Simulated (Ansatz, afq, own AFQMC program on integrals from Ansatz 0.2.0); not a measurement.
**TiN+ (singlet): quantum Monte Carlo beside coupled cluster at distance Ti1–N2 = 3.340 Å, def2-SVP**

How near does AFQMC come to the top of the ladder for TiN+ (singlet)?

Computed with Ansatz 0.2.0, Gaussian basis, and an in-house AFQMC program (afq) on its integrals; all values are calculated. Level: def2-SVP, frozen cores.

To be run: PBE (unrestricted); PBE0 (unrestricted); B3LYP (unrestricted); wB97M-V (unrestricted); B2PLYP (unrestricted); UHF; CCSD(T) on UHF; Phaseless AFQMC, CISD trial on UHF.

27 further runs of the same task are left out: 1 for a known fault of the program, 26 that didn't finish.

### Step 1. The geometry

The geometry derives from a PBE0/def2-TZVP stationary point (not a proven minimum). One bond is set to the value named and the two fragments are kept rigid.

2 atoms, charge 1, spin multiplicity 1.

Atoms are counted from 1 here; the program's logs count them from 0.

No contacts short enough for the rule that draws bonds.

### Step 2. PBE (unrestricted)

File in.yaml:

```yaml
crystal:
  periodic: [false, false, false]
  atoms:
    - {symbol: Ti, position_ang: [0.000000, 0.000000, 0.000000]}
    - {symbol: N, position_ang: [0.000000, 0.000000, 3.340000]}
basis:
  gaussian: {orbitals: def2-SVP}
total_charge: 1
magnetization: {spin_polarized: true, initial_magnetization: 0}
hamiltonian: {xc: {name: PBE}}
output: {orbitals: {seedname: orbitals}}
```

Command:

```
$ ansatz run in.yaml --threads 1 --pin off --events-out ev --progress --plain --max-ram 1382MiB
```

The program printed, shortened:

```text
Functional definition: PBE
  name "PBE"
  cite "Perdew, Burke & Ernzerhof, Phys. Rev. Lett. 77, 3865 (1996) doi:10.1103/PhysRevLett.77.3865"
  parent pbe
[...]
552 factors; their error is unknown
[...]
mean field -24578.47877585 eV, -903.2424351211 hartree, gradient 2.5e-6 eV, S^2 2.797187; 37 other end points of the search recorded, 0 dependent functions left out
reference -24578.47880433 eV, -903.2424361680 hartree; 14, 14 occupied and 31, 31 virtual orbitals, 552 factors
Total energy: -24578.47880433 eV, -903.2424361680 hartree
```

Wall time 2.5 min (1 thread of AMD EPYC (Zen 3), shared host).

From the report: ⟨S²⟩ of the determinant 2.797 (pure singlet: 0.00). The determinant is far from a pure spin state, so its energy mixes those of several spin states (harmless only where they are near-degenerate, as at dissociation).

### Step 3. PBE0 (unrestricted)

in.yaml, as its differences from that of step 2:

```diff
@@ -9,3 +9,3 @@
 magnetization: {spin_polarized: true, initial_magnetization: 0}
-hamiltonian: {xc: {name: PBE}}
+hamiltonian: {xc: {name: PBE0}}
 output: {orbitals: {seedname: orbitals}}
```

The command is unchanged.

The program printed, shortened:

```text
Functional definition: PBE0
  name "PBE0"
  cite "Adamo & Barone, J. Chem. Phys. 110, 6158 (1999) doi:10.1063/1.478522"
  cite "Perdew, Burke & Ernzerhof, Phys. Rev. Lett. 77, 3865 (1996) doi:10.1103/PhysRevLett.77.3865"
  parent pbe
[...]
490 factors; integrals over basis functions are off by at most 4.4e-4 eV
[...]
mean field -24579.78931295 eV, -903.2905964713 hartree, gradient 8.4e-6 eV, S^2 2.899009; 13 other end points of the search recorded, 0 dependent functions left out
reference -24579.78933438 eV, -903.2905972589 hartree; 14, 14 occupied and 31, 31 virtual orbitals, 490 factors
Total energy: -24579.78933438 eV, -903.2905972589 hartree
```

Run time: 70 s. Hardware: 1 thread of AMD EPYC (Zen 3), shared host.

From the report: ⟨S²⟩ of the determinant 2.899 (pure singlet: 0.00). The determinant is far from a pure spin state, so its energy mixes those of several spin states (harmless only where they are near-degenerate, as at dissociation).

### Step 4. B3LYP (unrestricted)

in.yaml, as its differences from that of step 3:

```diff
@@ -9,3 +9,2 @@
 magnetization: {spin_polarized: true, initial_magnetization: 0}
-hamiltonian: {xc: {name: PBE0}}
-output: {orbitals: {seedname: orbitals}}
+hamiltonian: {xc: {name: B3LYP}}
```

Same command.

The program printed, shortened:

```text
Functional definition: B3LYP
  name "B3LYP"
  cite "Stephens, Devlin, Chabalowski & Frisch, J. Phys. Chem. 98, 11623 (1994) doi:10.1021/j100096a001"
  cite "Becke, Phys. Rev. A 38, 3098 (1988) doi:10.1103/PhysRevA.38.3098"
  cite "Lee, Yang & Parr, Phys. Rev. B 37, 785 (1988) doi:10.1103/PhysRevB.37.785"
  cite "Vosko, Wilk & Nusair, Can. J. Phys. 58, 1200 (1980) doi:10.1139/p80-159"
[...]
490 factors; integrals over basis functions are off by at most 4.4e-4 eV
[...]
mean field -24587.16591166 eV, -903.5616814738 hartree, gradient 8.8e-6 eV, S^2 2.866115; 13 other end points of the search recorded, 0 dependent functions left out
reference -24587.16610915 eV, -903.5616887316 hartree; 14, 14 occupied and 31, 31 virtual orbitals, 490 factors
Total energy: -24587.16610915 eV, -903.5616887316 hartree
```

It took 75 s on 1 thread of AMD EPYC (Zen 3), shared host.

From the report: ⟨S²⟩ of the determinant 2.866 (pure singlet: 0.00). The determinant is far from a pure spin state, so its energy mixes those of several spin states (harmless only where they are near-degenerate, as at dissociation).

### Step 5. wB97M-V (unrestricted)

in.yaml, as its differences from that of step 4:

```diff
@@ -9,2 +9,3 @@
 magnetization: {spin_polarized: true, initial_magnetization: 0}
-hamiltonian: {xc: {name: B3LYP}}
+hamiltonian: {xc: {name: wB97M-V}}
+output: {orbitals: {seedname: orbitals}}
```

The command is unchanged.

The program printed:

```text
Functional definition: wB97M-V
  name "wB97M-V"
  cite "Mardirossian & Head-Gordon, J. Chem. Phys. 144, 214110 (2016) doi:10.1063/1.4952647"
  cite "Becke, J. Chem. Phys. 107, 8554 (1997) doi:10.1063/1.475007"
  cite "Vydrov & Van Voorhis, J. Chem. Phys. 133, 244103 (2010) doi:10.1063/1.3521275"
  # Of w^i u^j: cxij and so on, Table III.
  parameter omega = 0.3/bohr
  parameter cx = 0.15
  parameter cx01 = 1.007
  parameter cx10 = 0.259
  parameter css00 = 0.443
  parameter css04 = -1.437
  parameter css10 = -4.535
  parameter css20 = -3.390
  parameter css43 = 4.278
  parameter cos00 = 1.000
  parameter cos10 = 1.358
  parameter cos20 = 2.924
  parameter cos21 = -8.812
  parameter cos60 = -1.390
  parameter cos61 = 9.142
  parameter b = 6.0
  parameter c = 0.01
  gx(w, u) = 1 - cx + cx01*u + cx10*w
  gss(w, u) = css00 + css04*u^4 + css10*w + css20*w^2 + css43*w^4*u^3
  gos(w, u) = cos00 + cos10*w + (cos20 + cos21*u)*w^2 + (cos60 + cos61*u)*w^6
  exchange = spin_sum(e_x_unif_sr(omega)*gx(b97_w, b97_u_x)) + cx*exact_x_sr(omega) + exact_x_lr(omega)
  correlation = spin_sum(e_c_pw_mod_same_spin*gss(b97_w, b97_u_same))
      + integral(e_c_pw_mod_opposite_spin*gos(b97_w_opposite, b97_u_opposite)) + vv10(b, c)
490 factors; integrals over basis functions are off by at most 4.4e-4 eV
96 factors; integrals over basis functions are off by at most 3.4e-4 eV
mean field evaluation 1: about -24478.0460 eV, gradient 9.2e1 eV
mean field evaluation 2: about -24103.4766 eV, gradient 1.5e2 eV
mean field evaluation 4: about -24463.0198 eV, gradient 1.0e2 eV
mean field evaluation 8: about -24491.3941 eV, gradient 5.9e1 eV
mean field evaluation 16: about -24578.4516 eV, gradient 1.5e1 eV
mean field evaluation 32: about -24585.0346 eV, gradient 2.1e-1 eV
mean field evaluation 64: about -24549.7068 eV, gradient 2.6e1 eV
mean field evaluation 96: about -24585.0373 eV, gradient 3.5e-2 eV
mean field evaluation 128: about -24585.0480 eV, gradient 1.6e-1 eV
mean field evaluation 160: about -24581.7436 eV, gradient 6.4e-3 eV
mean field evaluation 192: about -24583.0401 eV, gradient 2.6e-4 eV
mean field evaluation 224: about -24584.7924 eV, gradient 1.1e0 eV
mean field evaluation 256: about -24584.9255 eV, gradient 1.9e0 eV
mean field evaluation 288: about -24579.3296 eV, gradient 8.8e-4 eV
Error: SIGTERM received: run cancelled behind 314 evaluations of the mean field
```

Wall time 5 min (1 thread of AMD EPYC (Zen 3), shared host).

The run was cut at its time limit; it gives no energy for the table.

### Step 6. B2PLYP (unrestricted)

in.yaml, as its differences from that of step 5:

```diff
@@ -9,3 +9,3 @@
 magnetization: {spin_polarized: true, initial_magnetization: 0}
-hamiltonian: {xc: {name: wB97M-V}}
-output: {orbitals: {seedname: orbitals}}
+hamiltonian: {xc: {name: B2PLYP}}
+correlation: {electrons: outside_noble_gas}
```

Launched as before.

The program printed, shortened:

```text
Functional definition: B2PLYP
  name "B2PLYP"
  cite "Grimme, J. Chem. Phys. 124, 034108 (2006) doi:10.1063/1.2148954"
  cite "Becke, Phys. Rev. A 38, 3098 (1988) doi:10.1103/PhysRevA.38.3098"
  cite "Lee, Yang & Parr, Phys. Rev. B 37, 785 (1988) doi:10.1103/PhysRevB.37.785"
[...]
490 factors; integrals over basis functions are off by at most 4.4e-4 eV
[...]
mean field -24578.09342126 eV, -903.2282736013 hartree, gradient 1.7e-10 eV, S^2 2.951715; 14 other end points of the search recorded, 0 dependent functions left out
10 core orbitals not correlated: weight in the atoms' cores, before any rotation towards them, 1.000 or more for the frozen orbitals, at most 0.000 for the correlated occupied ones
reference -24578.09355134 eV, -903.2282783815 hartree; 4, 4 occupied and 31, 31 virtual orbitals, 490 factors
second order -2.50903899 eV of doubles, -0.00000000 eV of singles
Total energy: -24578.77099186 eV, -903.2531738616 hartree
```

Run time: 3.1 min. Hardware: 1 thread of AMD EPYC (Zen 3), shared host.

From the report: ⟨S²⟩ of the determinant 2.952 (pure singlet: 0.00). The determinant is far from a pure spin state, so its energy mixes those of several spin states (harmless only where they are near-degenerate, as at dissociation).

### Step 7. UHF

in.yaml, as its differences from that of step 6:

```diff
@@ -9,3 +9,3 @@
 magnetization: {spin_polarized: true, initial_magnetization: 0}
-hamiltonian: {xc: {name: B2PLYP}}
-correlation: {electrons: outside_noble_gas}
+hamiltonian: {xc: hf}
+output: {orbitals: {seedname: orbitals}}
```

Same command.

The program printed, shortened:

```text
Functional definition: HF
  name "HF"
  cite "Fock, Z. Phys. 61, 126 (1930) doi:10.1007/BF01340294"
  parent pbe
[...]
490 factors; integrals over basis functions are off by at most 4.4e-4 eV
[...]
mean field -24556.19072147 eV, -902.4233642303 hartree, gradient 1.6e-6 eV, S^2 2.985377; 16 other end points of the search recorded, 0 dependent functions left out
reference -24556.19072147 eV, -902.4233642303 hartree; 14, 14 occupied and 31, 31 virtual orbitals, 490 factors
Total energy: -24556.19072147 eV, -902.4233642303 hartree
```

It took 47 s on 1 thread of AMD EPYC (Zen 3), shared host.

From the report: ⟨S²⟩ of the determinant 2.985 (pure singlet: 0.00). The determinant is far from a pure spin state, so its energy mixes those of several spin states (harmless only where they are near-degenerate, as at dissociation).

### Step 8. CCSD(T) on UHF

in.yaml, as its differences from that of step 7:

```diff
@@ -9,3 +9,2 @@
 magnetization: {spin_polarized: true, initial_magnetization: 0}
-hamiltonian: {xc: hf}
-output: {orbitals: {seedname: orbitals}}
+correlation: {method: ccsd_t, electrons: outside_noble_gas, hamiltonian_folder: ham}
```

The command is unchanged.

The program printed, shortened:

```text
Functional definition: HF
  name "HF"
  cite "Fock, Z. Phys. 61, 126 (1930) doi:10.1007/BF01340294"
  parent pbe
[...]
490 factors; integrals over basis functions are off by at most 4.4e-4 eV
[...]
mean field -24556.19072147 eV, -902.4233642303 hartree, gradient 1.9e-9 eV, S^2 2.985377; 85 other end points of the search recorded, 0 dependent functions left out
determinant -24556.19072147 eV, -902.4233642303 hartree, with singles and doubles -24558.74911998 eV, -902.5173836411 hartree
determinant -24556.18880669 eV, -902.4232938633 hartree, with singles and doubles -24558.74764383 eV, -902.5173293938 hartree
determinant -24556.18304326 eV, -902.4230820610 hartree, with singles and doubles -24558.74323025 eV, -902.5171671977 hartree
determinant -24555.87431279 eV, -902.4117364257 hartree, with singles and doubles -24558.61414430 eV, -902.5124233764 hartree
[...]
determinant -24555.34318252 eV, -902.3922177483 hartree, with singles and doubles -24558.33586860 eV, -902.5021969332 hartree
determinant -24555.33305526 eV, -902.3918455782 hartree, with singles and doubles -24558.33455278 eV, -902.5021485777 hartree
determinant -24547.43161514 eV, -902.1014730095 hartree, with singles and doubles -24553.37360079 eV, -902.3198369545 hartree
determinant -24544.53755365 eV, -901.9951182117 hartree, with singles and doubles -24551.26331248 eV, -902.2422852898 hartree
10 core orbitals not correlated: weight in the atoms' cores, before any rotation towards them, 1.000 or more for the frozen orbitals, at most 0.000 for the correlated occupied ones
reference -24556.19072147 eV, -902.4233642303 hartree; 4, 4 occupied and 31, 31 virtual orbitals, 490 factors
second order -2.08471192 eV of doubles, -0.00000000 eV of singles
cycle   1  -2.55966363 eV  change    3.6e-7 eV  update   5.8e-6
perturbative correction -0.02513307 eV, -0.0009236232 hartree
Total energy: -24558.77551817 eV, -902.5183537568 hartree
```

Wall time 5.8 min (1 thread of AMD EPYC (Zen 3), shared host).

From the report: ⟨S²⟩ of the determinant 2.985 (pure singlet: 0.00); correlation -2.5848 eV; T1 0.011; largest double amplitude 0.04. The determinant is far from a pure spin state, so its energy mixes those of several spin states (harmless only where they are near-degenerate, as at dissociation).

This run also writes the integrals to the folder ham.

### Step 9. Phaseless AFQMC, CISD trial on UHF

It reads the integrals that the CCSD(T) run on this determinant wrote.

Command:

```
$ afq ham --method phaseless --trial cisd --walkers 60 --populations 1 --least-time 40 --time-step 0.005 --steps-per-block 50 --equilibration-blocks 40 --max-blocks 300 --target-error 0.00068 --factor-cut 1e-05 --start spin_pure --seed 7464 --release-times 0.24,0.6,1.2,2,3,4.2 --release-step 0.04 --release-every 4 --taylor-order 6
```

The program printed:

```text
orbitals 35  electrons 4 4  factors 261 of 490
reference energy -902.42336423 Eh
CCSD correlation -0.09406591 Eh in 35 cycles, weight of the determinant in the CISD state 0.9634
energy of the start -902.512766 Eh
 block  time / (1/Eh)  mean weight  energy / Eh
     1     0.250  1.0005  -902.515669
     2     0.500  0.9993  -902.517585
     3     0.750  1.0012  -902.518722
     4     1.000  1.0007  -902.520110
     5     1.250  1.0010  -902.520850
     6     1.500  0.9993  -902.520597
     7     1.750  0.9991  -902.520274
     8     2.000  0.9995  -902.521026
     9     2.250  1.0012  -902.519723
    10     2.500  1.0014  -902.519331
    11     2.750  0.9993  -902.518892
    16     4.000  1.0005  -902.520454
    21     5.250  0.9994  -902.519327
    26     6.500  0.9995  -902.519285
    31     7.750  0.9987  -902.520110
    36     9.000  0.9999  -902.519292
    41    10.250  0.9986  -902.520293
    46    11.500  1.0008  -902.518974
    51    12.750  1.0007  -902.518983
    56    14.000  0.9986  -902.518827
    61    15.250  1.0050  -902.520426
    66    16.500  1.0026  -902.519266
    71    17.750  1.0024  -902.519013
    76    19.000  0.9973  -902.519616
    81    20.250  1.0004  -902.519160
    86    21.500  1.0012  -902.519366
    91    22.750  1.0004  -902.517852
    96    24.000  1.0004  -902.519245
   101    25.250  0.9992  -902.519539
   106    26.500  1.0024  -902.520890
   111    27.750  1.0013  -902.519488
   116    29.000  0.9989  -902.519189
   121    30.250  1.0008  -902.518698
   126    31.500  0.9984  -902.517853
   131    32.750  1.0017  -902.519120
   136    34.000  1.0000  -902.517648
   141    35.250  0.9998  -902.525962
   146    36.500  1.0000  -902.520761
   151    37.750  0.9931  -902.520305
   156    39.000  0.9995  -902.518384
   161    40.250  0.9992  -902.515391
   166    41.500  1.0018  -902.519628
   171    42.750  1.0034  -902.520732
   176    44.000  0.9975  -902.521130
   181    45.250  0.9993  -902.519831
   186    46.500  0.9990  -902.521729
   191    47.750  0.9987  -902.519652
   196    49.000  1.0024  -902.520399
blocks merged  error / Eh  count
     1  0.000163  160
     2  0.000188  80
     4  0.000213  40
     8  0.000215  20
    16  0.000231  10
released: time / (1/Eh)  energy / Eh  error  mean overlap
  0.24  -902.519601  0.000400  1.0011
  0.60  -902.520375  0.000376  0.9785
  1.20  -902.520033  0.000352  0.9738
  2.00  -902.519232  0.000647  0.9511
  3.00  -902.519434  0.000739  0.9628
  4.20  -902.520539  0.001047  0.9520
energy -902.519657 +/- 0.000215 Eh
```

It took 7.3 min on 1 thread of AMD EPYC (Zen 3), shared host.

Energy -24558.8110 ± 0.0059 eV. Caveats: constraint bias not in the error.

### Step 10. All levels side by side

On the UHF determinant, counted from CCSD(T) (a yardstick, not exact):

```tsv
level	energy (eV)	from CCSD(T) (kcal/mol)	statistical error (kcal/mol)	time
HF	-24556.1907	+59.61		
MP2	-24558.2754	+11.53		
CCSD	-24558.7504	+0.58		
CCSD(T)	-24558.7755	0.00		
Phaseless AFQMC, CISD trial, step 0.005, 60 walkers	-24558.8110	-0.82	0.14	7.3 min
```

The functionals' totals stand on their own zeros and serve differences with other points: PBE -24578.479 eV; PBE0 -24579.789 eV; B3LYP -24587.166 eV; B2PLYP -24578.771 eV.

### Step 11. Summary of results

| quantity | value |
| --- | --- |
| Phaseless AFQMC, CISD trial on UHF from CCSD(T) | -0.82 ± 0.14 kcal/mol |

What this shows: On UHF the phaseless walk with the CISD trial lies -0.82 kcal/mol from CCSD(T), 6 times its error bar. Error bars are statistical and leave out the constraint, the time step and what remains of the start.
